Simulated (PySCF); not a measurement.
# Ar(3+): ionisation energy in aug-cc-pCVQZ-DK

Aim: the ionisation energy of argon from differences of total energies, at each level of theory, and how far each lands from the tabulated value where there is one.

The numbers are computed with PySCF 2.14.0 (unrestricted determinants in a Gaussian basis, no spin-orbit coupling in the energies), except any that are marked as measured or tabulated.

## (1) Starting point

| Quantity | Value |
| --- | --- |
| Element | argon (Z = 18) |
| Basis | aug-cc-pCVQZ-DK (10s9p7d5f3g, 134 functions) |
| Hamiltonian | scalar relativity by spin-free X2C-1e |
| State 1 | Ar(3+): [Ne] 3s2 3p3, high-spin 4S determinant |
| Needed too, but not shown | Ar(2+) [Ne] 3s2 3p4 (3P) |
| Methods | UHF, LDA, PBE, PBE0, r2SCAN, M06-2X, B3LYP, wB97M-V, ROHF, MP2 |
| Core shells frozen in the correlated runs | valence: [Ne]; valence and next inner shell: 1s2; all electrons: nothing (for Ar(3+)) |

The outer shells:

Ar3+ [Ne] 3s2 3p3
```
[Ne] core
3s [↑↓]
3p [↑ ][↑ ][↑ ]
```

One driver process ran all states and methods and kept the integrals in memory. Each run is shown as a PySCF script that sums up its settings (the driver passes frozen orbitals as a list and adds second-order terms of double hybrids); the logs are those of the runs themselves. The driver starts from symmetry-adapted Hartree-Fock orbitals, holds the occupation by maximum overlap and uses a logarithmic radial grid for functionals, so a plain start would take other cycles.

The integrals over 134 functions and the set-up took 1.4 s of CPU time.

## (2) Ar(3+): the ladder of methods

Level: UHF.

input.py reads:

```python
from pyscf import gto, scf, dft, mp, cc
import basis_set_exchange as bse
mol = gto.M(atom="Ar 0 0 0", charge=3, spin=3, symmetry="D2h",
            basis=gto.basis.parse(bse.get_basis("aug-cc-pCVQZ-DK", elements=["Ar"], fmt="nwchem")),
            nucmod="G")
mf = scf.UHF(mol).sfx2c1e()
mf.irrep_nelec = {'Ag': (3, 3), 'B1u': (2, 1), 'B2u': (2, 1), 'B3u': (2, 1)}
mf.kernel()
```

Level: LDA.

Changes to input.py:

```diff
@@ -5,3 +5,3 @@
             nucmod="G")
-mf = scf.UHF(mol).sfx2c1e()
+mf = dft.UKS(mol, xc="LDA,VWN").sfx2c1e()
 mf.irrep_nelec = {'Ag': (3, 3), 'B1u': (2, 1), 'B2u': (2, 1), 'B3u': (2, 1)}
```

Level: PBE.

Changes to input.py:

```diff
@@ -5,3 +5,3 @@
             nucmod="G")
-mf = dft.UKS(mol, xc="LDA,VWN").sfx2c1e()
+mf = dft.UKS(mol, xc="PBE").sfx2c1e()
 mf.irrep_nelec = {'Ag': (3, 3), 'B1u': (2, 1), 'B2u': (2, 1), 'B3u': (2, 1)}
```

Level: PBE0.

Changes to input.py:

```diff
@@ -5,3 +5,3 @@
             nucmod="G")
-mf = dft.UKS(mol, xc="PBE").sfx2c1e()
+mf = dft.UKS(mol, xc="PBE0").sfx2c1e()
 mf.irrep_nelec = {'Ag': (3, 3), 'B1u': (2, 1), 'B2u': (2, 1), 'B3u': (2, 1)}
```

Level: r2SCAN.

Changes to input.py:

```diff
@@ -5,3 +5,3 @@
             nucmod="G")
-mf = dft.UKS(mol, xc="PBE0").sfx2c1e()
+mf = dft.UKS(mol, xc="R2SCAN").sfx2c1e()
 mf.irrep_nelec = {'Ag': (3, 3), 'B1u': (2, 1), 'B2u': (2, 1), 'B3u': (2, 1)}
```

Level: M06-2X.

Changes to input.py:

```diff
@@ -5,3 +5,3 @@
             nucmod="G")
-mf = dft.UKS(mol, xc="R2SCAN").sfx2c1e()
+mf = dft.UKS(mol, xc="M062X").sfx2c1e()
 mf.irrep_nelec = {'Ag': (3, 3), 'B1u': (2, 1), 'B2u': (2, 1), 'B3u': (2, 1)}
```

Level: B3LYP.

Changes to input.py:

```diff
@@ -5,3 +5,3 @@
             nucmod="G")
-mf = dft.UKS(mol, xc="M062X").sfx2c1e()
+mf = dft.UKS(mol, xc="B3LYP").sfx2c1e()
 mf.irrep_nelec = {'Ag': (3, 3), 'B1u': (2, 1), 'B2u': (2, 1), 'B3u': (2, 1)}
```

Level: wB97M-V.

Changes to input.py:

```diff
@@ -5,3 +5,3 @@
             nucmod="G")
-mf = dft.UKS(mol, xc="B3LYP").sfx2c1e()
+mf = dft.UKS(mol, xc="WB97M_V").sfx2c1e()
 mf.irrep_nelec = {'Ag': (3, 3), 'B1u': (2, 1), 'B2u': (2, 1), 'B3u': (2, 1)}
```

Level: ROHF.

## (3) Ar(3+), continued

Level: MP2 (valence).

Edit input.py of step 2 so:

```diff
@@ -5,4 +5,5 @@
             nucmod="G")
-mf = dft.UKS(mol, xc="WB97M_V").sfx2c1e()
+mf = scf.UHF(mol).sfx2c1e()
 mf.irrep_nelec = {'Ag': (3, 3), 'B1u': (2, 1), 'B2u': (2, 1), 'B3u': (2, 1)}
 mf.kernel()
+mp.UMP2(mf, frozen=5).kernel()
```

Level: MP2 (valence and next inner shell).

Changes to input.py:

```diff
@@ -8,2 +8,2 @@
 mf.kernel()
-mp.UMP2(mf, frozen=5).kernel()
+mp.UMP2(mf, frozen=1).kernel()
```

Level: MP2 (all electrons).

Changes to input.py:

```diff
@@ -8,2 +8,2 @@
 mf.kernel()
-mp.UMP2(mf, frozen=1).kernel()
+mp.UMP2(mf, frozen=0).kernel()
```

**Question.** What will these runs give?

The runs gave:

| quantity | value |
| --- | --- |
| ionisation energy, Ar(2+) | UHF 39.390, MP2 (all electrons) 40.403 eV; reference 40.735 ± 0.012 |

What this shows: The methods span 1.647 eV, from ROHF (39.224) to B3LYP (40.871). The reference is uncertain or not like for like (spin-orbit coupling or other relativistic terms), so no ranking of close methods is drawn. The basis is finite, and no extrapolation was made.
